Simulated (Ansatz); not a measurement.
The system is Ta3AsAu2O13.

```xyz
19
Lattice="5.7239 0.0000 0.0000 1.2946 6.2567 0.0000 0.2682 1.3098 8.3664" Properties=species:S:1:pos:R:3 pbc="T T T"
Ta    1.7946    2.6749    4.8886
Ta    0.6021    2.0039    8.3542
Ta    4.2740    4.5494    4.2235
As    4.7442    6.6995    6.9482
Au    3.4894    0.8212    1.5572
Au    1.4391    5.7205    3.7383
O     4.8826    5.2937    5.9475
O     3.3158    1.7515    5.8251
O     6.2667    6.7584    7.6914
O     3.3530    6.6833    7.9189
O     4.5661    1.8700    0.2589
O     1.7214    1.5096    0.9266
O     0.9917    1.2312    4.1082
O     3.3694    3.0028    3.6393
O     0.8977    2.6990    6.5755
O     6.1537    3.9289    3.8188
O     4.0568    5.7863    2.9258
O     2.4286    4.7592    5.2267
O     6.5518    6.2513    1.8938
```

The cell was built by a generator and needn't be a form met in nature.

Base run:

* Program: Ansatz 0.2.0
* Functional: PBE
* Potentials or basis: Ansatz PAW
* Cutoff: 420 eV (not typed: the program's choice for these potentials)
* k mesh: 5 × 5 × 4
* Occupations: fermi-dirac, width 0.05 eV
* Spin: no spin polarisation
* Hubbard terms: Au d U = 8 eV, Ta d U = 8 eV

Its results: band gap on the k mesh 1.41 eV, direct; pressure 3.2 GPa; largest force 0.508 eV/Å.

Q: The run is repeated on the same cell with these changes: hubbard terms from Au d U = 8 eV, Ta d U = 8 eV to Au d U = 6 eV, Ta d U = 6 eV. What comes out?

A: Band gap on the k mesh 1.45 eV, direct; pressure 2.3 GPa; largest force 0.354 eV/Å.

Caveats: odd divisions of the mesh miss points on the zone boundary, where band edges often lie, so the gap on the mesh can be too wide; spin-orbit coupling is left out, which moves the levels of the heavy elements; the density of states is complete only up to the lowest level of the last band computed.

A k mesh can miss the band edges.
